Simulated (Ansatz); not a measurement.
Predict the output of the script below (Ansatz 0.2.0 through its Python package).

The script, `dfpt_hfo2.py`:
```python
# -*- coding: utf-8 -*-
"""Zone-centre and zone-boundary phonons of HfO2 by linear response."""

from pathlib import Path

import ansatz as az
import numpy as np
from pymatgen.core import Lattice, Structure
from pymatgen.io.ase import AseAtomsAdaptor

pmg_structure = Structure(
    Lattice([(0.0, 2.5575, 2.5575), (2.5575, 0.0, 2.5575), (2.5575, 2.5575, 0.0)]),
    ["Hf", "O", "O"],
    [
        (0.0, 0.0, 0.0),
        (0.25, 0.25, 0.25),
        (0.75, 0.75, 0.75),
    ],
)
system = az.Crystal.from_ase(AseAtomsAdaptor.get_atoms(pmg_structure))

calculation = (
    system.calculation()
    .functional(az.Functional.PBE)
    .occupations("Fixed")
    .scf(tolerance=1e-09)
    .kpoints(6, 6, 6)
    .phonons("dfpt", points=[(0, 0, 0), (0, 0, 0.5), (0.5, 0.5, 0)])
)
outcome = calculation.run(runs_dir="runs")
ph = outcome.phonons

for q in ph.qpoints:
    thz = np.asarray(q.omega_inv_cm) / 33.35641
    print("q = ({:.2f}, {:.2f}, {:.2f})".format(*q.q_frac), np.round(thz, 2) + 0.0, "THz")
```

Running `python dfpt_hfo2.py` prints:
```text
DeckWarning: basis.ecutwfc = 420 eV, auto-derived from the records' recommended cutoffs: set by Hf (normal level)
q = (0.00, 0.00, 0.00) [ 0.    0.    0.    6.15  6.15  6.15 16.63 16.63 16.63] THz
q = (0.00, 0.00, 0.50) [ 2.34  2.34  5.32 11.4  11.4  14.46 14.68 14.68 16.97] THz
q = (0.50, 0.50, 0.00) [-7.07  2.54  2.54  7.38  8.27  8.27 16.14 16.14 20.02] THz
```
(Warnings from the package without file and line.)

Caveats:
- Spin is left out of this run.
- The cell isn't relaxed first, so the values belong to this volume.
- A negative frequency stands for an imaginary mode.
- This is a high-temperature or high-pressure form, not the ambient phase.
- Spin-orbit coupling, which matters for elements this heavy, is left out.
- No non-analytic term is added, so at the zone centre the longitudinal optical modes of a polar crystal aren't split off.
- The structure is a deposited one; some such entries were measured under pressure or heat, so a shift against it needn't be the functional's error alone.
- The structure is taken as given; imaginary modes can come from an unrelaxed or unstable start.
- Wall time of the script: 53 s on 1 thread of Arm Neoverse V1, with other jobs on the host, peak memory 0.65 GiB.
